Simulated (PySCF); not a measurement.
**CrNF₃: relaxation and vibrations of the singlet**

The task is one start of a wider search on CrNF₃: the singlet, from a see-saw (ligand arrangement 1) start. It is relaxed, tested by its Hessian and followed downhill if it is a saddle.

Program: PySCF 2.14.0. Level of theory: PBE0, basis Cr def2-SVP, N def2-SVP, F def2-SVP, no relativity, density fitting. These are calculated values, not measurements.

## (1) Where the work starts

5 atoms, charge 0, spin multiplicity 1.

Bond lengths: Cr1–N2 1.710 Å, Cr1–F3 1.860 Å, Cr1–F4 1.860 Å, Cr1–F5 1.860 Å. Angles: N2–Cr1–F3 86.9°, N2–Cr1–F4 86.9°, N2–Cr1–F5 104.0°, F3–Cr1–F4 170.0°, F3–Cr1–F5 86.9°, F4–Cr1–F5 86.9°.

Coordinates in bohr (charge 0 multiplicity 1):
```
Cr    0.0000    0.0000    0.0000
N    -2.5464    0.0000    1.9895
F     0.0000    3.5015    0.3063
F     0.0000   -3.5015    0.3063
F     2.7698    0.0000    2.1639
```

## (2) Finding the electronic state

The steps below are one call of a driver around PySCF. For each, scf.py gives the equivalent set-up of the SCF; relaxations use the driver's own optimiser. After this first run the driver tries any further starts and a stability analysis.

scf.py

```python
from pyscf import gto, scf, dft
mol = gto.M(atom='''
Cr     0.000000     0.000000     0.000000
N     -1.347500     0.000000     1.052800
F      0.000000     1.852900     0.162100
F     -0.000000    -1.852900     0.162100
F      1.465700     0.000000     1.145100''',
    basis={'Cr': 'def2-SVP', 'N': 'def2-SVP', 'F': 'def2-SVP'},
    charge=0, spin=0)
mf = dft.RKS(mol, xc='PBE0')
mf.grids.atom_grid = (50, 194)
aux = {'Cr': 'def2-universal-JKFIT', 'N': 'def2-universal-JKFIT', 'F': 'def2-universal-JKFIT'}
mf = mf.density_fit(auxbasis=aux)
mf.conv_tol = 1e-08
mf.diis_space = 10
mf.max_cycle = 60
mf.init_guess = 'minao'
mf.verbose = 4
mf.kernel()
```

Started as:

```
OMP_NUM_THREADS=2 python axn.py task.json out
```

After this run come: Relaxation: see-saw (ligand arrangement 1) start, singlet; Vibrations and properties at this point.

**Question.** What will these runs give? Wanted: minimum; geometry; wavenumbers; dipole moment; highest occupied, lowest empty level; polar-tensor charge of Cr1; zero-point energy; atomisation energy.

The runs gave:

| quantity | value |
| --- | --- |
| minimum | singlet, C3v |
| geometry | Cr–F 1.689 Å (×3), Cr–N 1.478 Å; F–Cr–F 112.6° (×3), F–Cr–N 106.1° (×3) |
| wavenumbers (cm⁻¹) | 218 (e), 290 (a1), 402 (e), 747 (a1), 836 (e), 1303 (a1) |
| dipole moment | 0.09 D |
| highest occupied, lowest empty level | -10.76, -4.73 eV |
| polar-tensor charge of Cr1 | +1.87 e |
| zero-point energy | 31.4 kJ/mol |
| entropy at 298.15 K | 302.1 J/(mol K) |
| atomisation energy (no zero-point energy) | 1565 kJ/mol |

The see-saw (ligand arrangement 1) start (Cs) ends in a minimum of C3v symmetry. In the infrared the band at 836 cm⁻¹ (e, stretch) leads. Other starts or spin states, not run here, may lie lower.
